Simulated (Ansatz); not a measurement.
# CH₇FO₅Si₂: one species, many functionals

The task here is to estimate one member of a computed series from the others.

The runs use Ansatz 0.2.0, Gaussian basis; functionals in def2-TZVPP.

The runs, in order: LDA (SPW92), PBE-D4, revPBE-D4, BLYP-D4, r2SCAN-D4, B97M-V, PBE0-D4, B3LYP-D4, r2SCANh-D4, r2SCAN0-D4, HSE06-D4, BHLYP-D4, CAM-B3LYP-D4, LC-ωPBE, ωB97X-V, ωB97M-V, B2PLYP, PBE-QIDH.

**Structure used throughout**

An earlier PBE0-D4 in a triple-zeta def2 set relaxation fixed the geometry.

16 atoms, charge 0, spin multiplicity 1.

Atoms are counted from 1 here; the program's logs count them from 0.

Bond lengths: C1–O2 1.412 Å, C1–H10 1.094 Å, C1–H11 1.091 Å, C1–H12 1.094 Å, O2–Si3 1.616 Å, Si3–F4 1.592 Å, Si3–O5 1.621 Å, Si3–H13 1.466 Å, O5–Si6 1.624 Å, Si6–O7 1.627 Å, Si6–O8 1.631 Å, Si6–O9 1.626 Å, O7–H14 0.958 Å, O8–H15 0.958 Å, O9–H16 0.958 Å. Angles: O2–C1–H10 111.2°, O2–C1–H11 108.1°, O2–C1–H12 111.0°, H10–C1–H11 108.8°, H10–C1–H12 108.9°, H11–C1–H12 108.8°, C1–O2–Si3 126.2°, O2–Si3–F4 110.2°, O2–Si3–O5 109.9°, O2–Si3–H13 107.6°, F4–Si3–O5 107.7°, F4–Si3–H13 108.9°, O5–Si3–H13 112.6°, Si3–O5–Si6 144.9°, O5–Si6–O7 105.1°, O5–Si6–O8 108.4°, O5–Si6–O9 113.8°, O7–Si6–O8 114.9° and more.

Set-up of the first run:

Input file in.yaml:

```yaml
crystal:
  periodic: [false, false, false]
  atoms:
    - {symbol: C, position_ang: [-2.009439, -2.106356, -0.262594]}
    - {symbol: O, position_ang: [-0.718207, -2.341246, 0.258539]}
    - {symbol: Si, position_ang: [0.594025, -1.434474, 0.001781]}
    - {symbol: F, position_ang: [1.025881, -1.514966, -1.527949]}
    - {symbol: O, position_ang: [0.268486, 0.117305, 0.340647]}
    - {symbol: Si, position_ang: [0.789192, 1.648591, 0.189454]}
    - {symbol: O, position_ang: [2.412805, 1.548304, 0.198507]}
    - {symbol: O, position_ang: [0.148572, 2.533674, 1.400990]}
    - {symbol: O, position_ang: [0.321644, 2.368433, -1.190944]}
    - {symbol: H, position_ang: [-2.357861, -1.098685, -0.016383]}
    - {symbol: H, position_ang: [-2.690858, -2.832432, 0.182165]}
    - {symbol: H, position_ang: [-2.022832, -2.231227, -1.349293]}
    - {symbol: H, position_ang: [1.676571, -1.975728, 0.829675]}
    - {symbol: H, position_ang: [2.902816, 2.309312, -0.114948]}
    - {symbol: H, position_ang: [0.152172, 2.153505, 2.280070]}
    - {symbol: H, position_ang: [-0.515769, 2.833294, -1.175520]}
basis:
  gaussian: {orbitals: def2-TZVPP}
hamiltonian: {xc: lda}
output: {orbitals: {seedname: orbitals}}
```

Among the steps run: LDA; PBE-D4 (GGA); revPBE-D4 (GGA); BLYP-D4 (GGA); r2SCAN-D4 (meta-GGA); B97M-V (meta-GGA); PBE0-D4 (hybrid); B3LYP-D4 (hybrid); r2SCANh-D4 (hybrid); r2SCAN0-D4 (hybrid); HSE06-D4 (hybrid); BHLYP-D4 (hybrid); CAM-B3LYP-D4 (range-separated); LC-ωPBE (range-separated); ωB97X-V (range-separated); ωB97M-V (range-separated); B2PLYP (double hybrid); PBE-QIDH (double hybrid).

One of the session's tables, all rows but one given; the rest of the session is left out.

It belongs to the step «Orbital energies across the functionals». 

| functional | HOMO (eV) | LUMO (eV) | gap (eV) |
| --- | --- | --- | --- |
| LDA (SPW92) | -7.21 | -0.74 | 6.48 |
| PBE-D4 | ? | ? | ? |
| revPBE-D4 | -7.00 | -0.45 | 6.55 |
| BLYP-D4 | -6.96 | -0.58 | 6.38 |
| r2SCAN-D4 | -7.41 | 0.10 | 7.51 |
| B97M-V | -7.54 | -0.32 | 7.22 |
| PBE0-D4 | -8.70 | 0.33 | 9.03 |
| B3LYP-D4 | -8.44 | -0.04 | 8.40 |
| r2SCANh-D4 | -8.02 | 0.37 | 8.39 |
| r2SCAN0-D4 | -8.95 | 0.75 | 9.70 |
| HSE06-D4 | -8.29 | -0.03 | 8.25 |
| BHLYP-D4 | -10.28 | 0.97 | 11.25 |
| CAM-B3LYP-D4 | -10.18 | 1.09 | 11.27 |
| LC-ωPBE | -11.55 | 2.46 | 14.01 |
| ωB97X-V | -11.21 | 2.22 | 13.43 |
| ωB97M-V | -11.14 | 1.77 | 12.91 |

Q: Estimate the row for PBE-D4 from the others.

As computed: HOMO (eV): -7.06; LUMO (eV): -0.55; gap (eV): 6.51. In the column «HOMO (eV)» it lies between LDA (SPW92) (-7.21) and revPBE-D4 (-7.00).
